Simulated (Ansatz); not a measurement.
# Si₂H₈ (built from SMILES [SiH4].[SiH4]): search for a transition state

Aim: find the saddle point of a four-centre ligand exchange that is to form Si1–Si7, H2–H6 and break Si1–H2, H6–Si7, prove it by its vibrations, and relax downhill on both sides to see what it joins.

Computed with Ansatz 0.2.0, Gaussian basis. Level: PBE0-D4, def2-SVP first, then def2-TZVP.

152 further runs of the same task are left out: 152 set aside as unsound or not needed.

## (1) Starting geometry

The guess: 10 atoms, charge 0, spin multiplicity 1.

Atoms are counted from 1 here; the program's logs count them from 0.

Bond lengths: Si1–H3 1.496 Å, Si1–H4 1.443 Å, Si1–H5 1.443 Å, Si7–H8 1.459 Å, Si7–H9 1.461 Å, Si7–H10 1.462 Å. Angles: H3–Si1–H4 103.0°, H3–Si1–H5 103.0°, H4–Si1–H5 135.3°, H8–Si7–H9 105.2°, H8–Si7–H10 104.8°, H9–Si7–H10 108.0°.

Geometry (Å):

```mol
H8Si2
  3D, bonds by distance, orders not assigned

 10  6  0  0  0  0  0  0  0  0999 V2000
   -0.2435   -1.1616   -0.4456 Si  0  0
    1.5595   -1.2443    0.6806 H   0  0
   -1.5116   -1.0983   -1.2368 H   0  0
    0.7659   -1.3336   -1.4629 H   0  0
   -0.6367   -1.8820    0.7418 H   0  0
    0.8995   -0.1068    0.5421 H   0  0
   -0.0920    1.3004    0.2649 Si  0  0
   -1.2870    1.6466   -0.4977 H   0  0
   -0.3968    1.6736    1.6441 H   0  0
    0.9428    2.2059   -0.2304 H   0  0
  1  3  8  0
  1  4  8  0
  1  5  8  0
  7  8  8  0
  7  9  8  0
  7 10  8  0
M  END
```

Distances that are to change: Si1–Si7 2.57 Å, H2–H6 1.32 Å, Si1–H2 2.13 Å, H6–Si7 1.74 Å.

## (2) Relaxing the guess with the reacting distances held

Contents of hold/in.yaml:

```yaml
crystal:
  periodic: [false, false, false]
  atoms:
    - {symbol: Si, position_ang: [-0.243500, -1.161600, -0.445600]}
    - {symbol: H, position_ang: [1.559500, -1.244300, 0.680600]}
    - {symbol: H, position_ang: [-1.511600, -1.098300, -1.236800]}
    - {symbol: H, position_ang: [0.765900, -1.333600, -1.462900]}
    - {symbol: H, position_ang: [-0.636700, -1.882000, 0.741800]}
    - {symbol: H, position_ang: [0.899500, -0.106800, 0.542100]}
    - {symbol: Si, position_ang: [-0.092000, 1.300400, 0.264900]}
    - {symbol: H, position_ang: [-1.287000, 1.646600, -0.497700]}
    - {symbol: H, position_ang: [-0.396800, 1.673600, 1.644100]}
    - {symbol: H, position_ang: [0.942800, 2.205900, -0.230400]}
basis:
  gaussian: {orbitals: def2-SVP}
hamiltonian: {xc: pbe0, dispersion: d4}
relax: {f_tol: 0.04, max_steps: 150, escape_saddle: false, constraints: [{distance: [0, 6]}, {distance: [1, 5]}, {distance: [0, 1]}, {distance: [5, 6]}]}
```

Run with:

```sh
ansatz run in.yaml --threads 2 --pin off --events-out ev --progress --plain --max-ram 4352MiB
```

After this run come: Force constants to start from; Saddle search in the small basis; Saddle search in triple zeta; Vibrations at the point found; Relaxing after a step of 0.30 Å one way along the mode; Relaxing after a step of 0.30 Å the other way along the mode.

What does the calculation give? Wanted: imaginary mode; barrier from the start side; barrier from the end side; energy of the step; pairs that change; zero-point energy at the saddle.

The runs gave:

| quantity | value |
| --- | --- |
| imaginary mode | 1606i cm⁻¹ |
| barrier from the start side | 289.3 kJ/mol |
| barrier from the end side | 277.2 kJ/mol |
| energy of the step | +12.1 kJ/mol |
| pairs that change | Si1–Si7 formed, H2–H6 formed, Si1–H2 broken, H6–Si7 broken |
| zero-point energy at the saddle | 1.684 eV |

One imaginary mode, 1606i cm⁻¹, makes this a first-order saddle. Going downhill both ways gives the intended start and end. At PBE0-D4/def2-TZVP the electronic barrier is 289.3 kJ/mol, about 117 kT at 298 K, and the step runs 12.1 kJ/mol uphill. With so stiff a mode tunnelling counts: Wigner's rough correction is a factor of 3.5 at 298 K. Lower complexes than these ends may exist.
